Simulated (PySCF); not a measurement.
# C₄H₁₃AsSi: electronic excitations

Wanted: the electronic excitations of C₄H₁₃AsSi (`C[AsH]C[C@H](C)[SiH3]`), by calculation.

Programs: PySCF 2.14.0, with density-fitted response routines of our own. Each step states its level of theory. These are calculated values for one molecule in the gas phase, unless marked as measured. Atoms count from 0, in the outputs and in this text.

## 1. The starting structure

19 atoms, charge 0, multiplicity 1; geometry from: GFN2-xTB.

Bonds of the start (Å): C0–As1 1.97, As1–C2 1.99, C2–C3 1.53, C3–C4 1.52, C3–Si5 1.91, C0–H6 1.09, C0–H7 1.09, C0–H8 1.09, As1–H9 1.51, C2–H10 1.09, C2–H11 1.10, C3–H12 1.10, C4–H13 1.10, C4–H14 1.09, C4–H15 1.09, Si5–H16 1.47, Si5–H17 1.46, Si5–H18 1.47.

## 2. TDDFT and polarisability: PBE0/def2-SVPD

What the job is given:

```
{"job": {"kind": "uv", "xc": "PBE0", "basis": "def2-SVPD", "nstates": 8, "ntriplets": 3}, "charge": 0, "multiplicity": 1}
C      3.255073     0.301298    -0.060199
As     1.701194    -0.425660    -1.033297
C      0.314592     0.323142     0.183921
C     -1.022911    -0.409261     0.141213
C     -1.616931    -0.370770    -1.262520
Si    -2.228860     0.323855     1.426375
H      4.176436    -0.158558    -0.415065
H      3.171591     0.137559     1.012686
H      3.325411     1.374000    -0.243485
H      1.737836    -1.765027    -0.332072
H      0.712026     0.313175     1.203345
H      0.166306     1.372929    -0.093552
H     -0.838094    -1.460924     0.397548
H     -0.934261    -0.843623    -1.976357
H     -2.569118    -0.896475    -1.299332
H     -1.779036     0.658217    -1.580949
H     -2.434293     1.743753     1.129113
H     -3.503539    -0.392363     1.362479
H     -1.643225     0.183984     2.762298
```

Level: TDDFT PBE0/def2-SVPD, vertical, gas phase, core orbitals frozen in the response.

Run with:

```
$ OMP_NUM_THREADS=1 python probes_run.py task.json out
```

The driver reads the jobs from task.json and runs them one after another.

What will the session give for the following? lowest singlet (PBE0/def2-SVPD); brightest single state of those computed; lowest triplet. Wanted: lowest singlet; brightest single state of those computed; lowest triplet.

The runs gave:

```
                                quantity                        value
         lowest singlet (PBE0/def2-SVPD)  5.96 eV (208 nm), f = 0.049
brightest single state of those computed  state 3, 6.55 eV, f = 0.179
                          lowest triplet                      5.14 eV
```

The first singlet state (HOMO→LUMO+1 0.96) lies at 5.96 eV and is weak; of the 8 states computed, the strongest absorption comes from state 3 at 6.55 eV. The lowest triplet lies 0.81 eV below the lowest singlet (triplets in Tamm-Dancoff, singlets in full TDDFT).
